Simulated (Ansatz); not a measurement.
**C₃H₁₁BSi: basis-set convergence**

An exercise on one series of results from a longer session: the logs are not shown, and one member is left open.

Computed with Ansatz 0.2.0, Gaussian basis. Level: one geometry, several basis sets.

Plan: PBE0-D4/def2-SVP; ωB97M-V/def2-SVP; PBE0-D4/def2-QZVPP; ωB97M-V/def2-QZVPP; the functionals' def2-TZVPP values are taken from earlier runs.

### The geometry

The geometry comes from an earlier relaxation with PBE0-D4 in a triple-zeta def2 set; it is a stationary point, not always the lowest conformer.

16 atoms, charge 0, spin multiplicity 1.

Atoms are counted from 1 here; the program's logs count them from 0.

Bond lengths: C1–B2 1.570 Å, C1–H6 1.099 Å, C1–H7 1.095 Å, C1–H8 1.092 Å, B2–C3 1.570 Å, B2–C4 1.557 Å, C3–H9 1.093 Å, C3–H10 1.093 Å, C3–H11 1.100 Å, C4–Si5 1.882 Å, C4–H12 1.095 Å, C4–H13 1.095 Å, Si5–H14 1.488 Å, Si5–H15 1.488 Å, Si5–H16 1.488 Å. Angles: B2–C1–H6 107.9°, B2–C1–H7 111.8°, B2–C1–H8 115.3°, H6–C1–H7 105.0°, H6–C1–H8 107.3°, H7–C1–H8 109.0°, C1–B2–C3 119.5°, C1–B2–C4 120.7°, C3–B2–C4 119.7°, B2–C3–H9 114.2°, B2–C3–H10 114.1°, B2–C3–H11 106.5°, H9–C3–H10 109.3°, H9–C3–H11 106.2°, H10–C3–H11 106.0°, B2–C4–Si5 108.7°, B2–C4–H12 113.4°, B2–C4–H13 113.7° and more.

The first run:

Input file in.yaml:

```yaml
crystal:
  periodic: [false, false, false]
  atoms:
    - {symbol: C, position_ang: [-1.175714, 0.718227, 1.264315]}
    - {symbol: B, position_ang: [0.097159, 0.030544, 0.655753]}
    - {symbol: C, position_ang: [1.520779, 0.594198, 1.000631]}
    - {symbol: C, position_ang: [-0.040380, -1.175320, -0.320000]}
    - {symbol: Si, position_ang: [-0.337766, -0.515322, -2.057098]}
    - {symbol: H, position_ang: [-1.317558, 1.680600, 0.752644]}
    - {symbol: H, position_ang: [-1.032487, 0.976511, 2.318673]}
    - {symbol: H, position_ang: [-2.105174, 0.154595, 1.159635]}
    - {symbol: H, position_ang: [1.527629, 1.648600, 1.288001]}
    - {symbol: H, position_ang: [2.266961, 0.428633, 0.218990]}
    - {symbol: H, position_ang: [1.873234, 0.034795, 1.880021]}
    - {symbol: H, position_ang: [-0.902600, -1.814761, -0.103094]}
    - {symbol: H, position_ang: [0.862854, -1.790934, -0.388559]}
    - {symbol: H, position_ang: [0.777168, 0.375088, -2.480119]}
    - {symbol: H, position_ang: [-0.434847, -1.634773, -3.031972]}
    - {symbol: H, position_ang: [-1.602058, 0.266718, -2.113420]}
basis:
  gaussian: {orbitals: def2-SVP}
hamiltonian: {xc: pbe0, dispersion: d4}
output: {orbitals: {seedname: orbitals}}
```

On the command line:

```sh
> ansatz run in.yaml --threads 4 --pin off --events-out ev --progress --plain --max-ram 10444MiB
```

Steps of the session up to this table: PBE0-D4 in def2-SVP; ωB97M-V in def2-SVP; PBE0-D4 in def2-QZVPP; ωB97M-V in def2-QZVPP.

One of the session's tables, all rows but one given; the rest of the session is left out.

It belongs to the step «Density functionals: the series». 

| functional | basis | HOMO (eV) | LUMO (eV) |
| --- | --- | --- | --- |
| PBE0-D4 | def2-SVP | -8.38 | -0.32 |
| PBE0-D4 | def2-TZVPP | -8.41 | -0.41 |
| PBE0-D4 | def2-QZVPP | -8.42 | -0.44 |
| ωB97M-V | def2-SVP | -10.62 | 1.68 |
| ωB97M-V | def2-TZVPP | -10.66 | 1.52 |
| ωB97M-V | def2-QZVPP | ? | ? |

Estimate the missing values for ωB97M-V, def2-QZVPP.

As computed: HOMO (eV): -10.67; LUMO (eV): 1.40. In the column «HOMO (eV)» it is the lowest.
